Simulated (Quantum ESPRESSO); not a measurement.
## SbSe2: zone-centre phonons under several settings

```
Sb Se
1.0
     0.00000    3.57036    3.57036
     3.57036    0.00000    3.57036
     3.57036    3.57036    0.00000
Sb Se
1 2
Direct
  0.00000 0.00000 0.00000
  0.25000 0.25000 0.25000
  0.75000 0.75000 0.75000
```

The cell was built by a generator and needn't be a form met in nature.

All runs used Quantum ESPRESSO 7.5; k mesh 2 × 2 × 2, shifted; relaxed cell; no spin polarisation; cutoff 612 eV; occupations fermi-dirac, width 0.05 eV.

| level | potentials | volume (Å³/atom) | pressure (GPa) | lowest optical mode without the field (cm⁻¹) | highest optical mode without the field (cm⁻¹) |
| --- | --- | --- | --- | --- | --- |
| LDA | GBRV 1.5 LDA | 25.42 | -0.1 | 51 | 110 |
| PBE | GBRV 1.5 PBE | 27.38 | 0.0 | 28i | 96 |
| PBEsol | GBRV 1.5 PBEsol | 25.97 | 0.0 | 44 | 106 |
| revPBE | GBRV 1.5 PBE | ? | 0.0 | ? | ? |
| AM05 | GBRV 1.5 PBE | 26.09 | -0.1 | 35 | 103 |

Question: What stands in the row left open?

Answer: Volume 27.96 Å³/atom; lowest optical mode without the field 44i cm⁻¹; highest optical mode without the field 91 cm⁻¹.

Values marked i are imaginary: the cell is unstable against those modes at that level, or the meshes are too thin.

Caveats: all runs use coarse meshes; the mesh is thin for the phonons of a metal; some modes are imaginary (some runs); the potentials were made for another functional, which shifts forces and pressure (some runs); the volume moved by over 15 % at a fixed basis, so the end points are rough (some runs).

For the row left open. Caveat: the k mesh is coarse (spacing up to 0.76 Å⁻¹), so the values aren't converged; the mesh is thin for the phonons of a metal; the potentials were made for another functional, which shifts forces and pressure; some modes are imaginary.
